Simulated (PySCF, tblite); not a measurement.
# C₇H₉ClSi: geometry, infrared bands and NMR shifts

Wanted: the infrared bands and NMR shifts of C₇H₉ClSi (`[SiH3][C@@]12C=C[C@@H]1C(CCl)=C2`), by calculation.

Programs: tblite 0.8.0 and PySCF 2.14.0, with density-fitted response routines of our own. Each step states its level of theory. These are calculated values for one molecule in the gas phase, unless marked as measured. Atoms count from 0, in the outputs and in this text.

**1. The molecule as given**

18 atoms, charge 0, multiplicity 1; geometry from: force field or distance geometry start.

Bonds of the start (Å): Si0–C1 1.86, C1–C2 1.53, C2–C3 1.34, C3–C4 1.50, C4–C5 1.52, C5–C6 1.55, C6–Cl7 1.77, C5–C8 1.35, C4–C1 1.53, C8–C1 1.52, Si0–H9 1.48, Si0–H10 1.49, Si0–H11 1.50, C2–H12 1.10, C3–H13 1.10, C4–H14 1.10, C6–H15 1.10, C6–H16 1.09, C8–H17 1.08.

**2. Geometry optimisation with GFN2-xTB**

What the job is given:

```
{"job": {"kind": "relax", "xc": "GFN2-xTB", "basis": "xTB"}, "charge": 0, "multiplicity": 1}
Si    -2.332200     0.778100    -0.487500
C     -0.865200     0.099500     0.427200
C     -1.033700    -1.122500     1.332600
C     -0.143800    -1.852900     0.640400
C      0.159900    -0.751500    -0.332300
C      1.195800     0.273000     0.088700
C      2.724500     0.388100    -0.171300
Cl     3.006700     0.815200    -1.862100
C      0.300800     1.014400     0.769400
H     -1.941300     1.687100    -1.589400
H     -3.170600    -0.300900    -1.091100
H     -3.232600     1.557100     0.419800
H     -1.668600    -1.307200     2.211200
H      0.241300    -2.872300     0.753300
H     -0.001800    -0.921300    -1.404200
H      3.172100     1.159900     0.471900
H      3.218500    -0.566300     0.036500
H      0.361500     1.928800     1.348800
```

On the command line:

```bash
OMP_NUM_THREADS=1 python probes_run.py task.json out
```

One launch serves the whole session: the jobs run in the order shown.

**Question.** This job is followed by: GFN2-xTB harmonic vibrations, gas phase; GIAO PBE0/pcSseg-1 NMR shielding, non-relativistic, gas phase. What will the session give for the following? strongest single infrared mode (GFN2-xTB); zero-point energy (GFN2-xTB); 13C shifts against TMS (PBE0/pcSseg-1); 1H shifts against TMS (PBE0/pcSseg-1, means over atoms taken as alike); 29Si shifts against TMS (PBE0/pcSseg-1); 35Cl shifts against HCl (PBE0/pcSseg-1); surface potential, 1st and 99th percentile.

**Answer**, as computed:

```
                                                              quantity                                             value
                             strongest single infrared mode (GFN2-xTB)                              783 cm⁻¹, 451 km/mol
                                          zero-point energy (GFN2-xTB)                                     80.3 kcal/mol
                                13C shifts against TMS (PBE0/pcSseg-1)  159.8, 157.8, 152.9, 148.8, 54.3, 47.6, 47.3 ppm
1H shifts against TMS (PBE0/pcSseg-1, means over atoms taken as alike)      6.97, 6.91, 6.85, 4.30, 4.09, 4.09, 4.03 ppm
                               29Si shifts against TMS (PBE0/pcSseg-1)                                         -74.5 ppm
                               35Cl shifts against HCl (PBE0/pcSseg-1)                                           133 ppm
                                 surface potential, 1st and 99th percentile                                -0.80 V and 1.04 V
```

What this shows: Over 42 steps the energy fell by 0.255 eV; of the close pairs, C5–C6 changed most, 1.555 to 1.474 Å. All 48 modes are real, so the xTB geometry is a minimum. Unscaled tight-binding wavenumbers are off by several per cent, some by more. Its intensities can rank the bands wrongly. At PBE0/pcSseg-1: Shielding is most anisotropic at Cl7 (span 480 ppm, paramagnetic term -329 ppm). By nearest atom (PBE0/pcSseg-1), the HOMO sits on 4 C atoms about 20 % each and the LUMO on C5, C8 about 19 % each; Cl7 10 %.
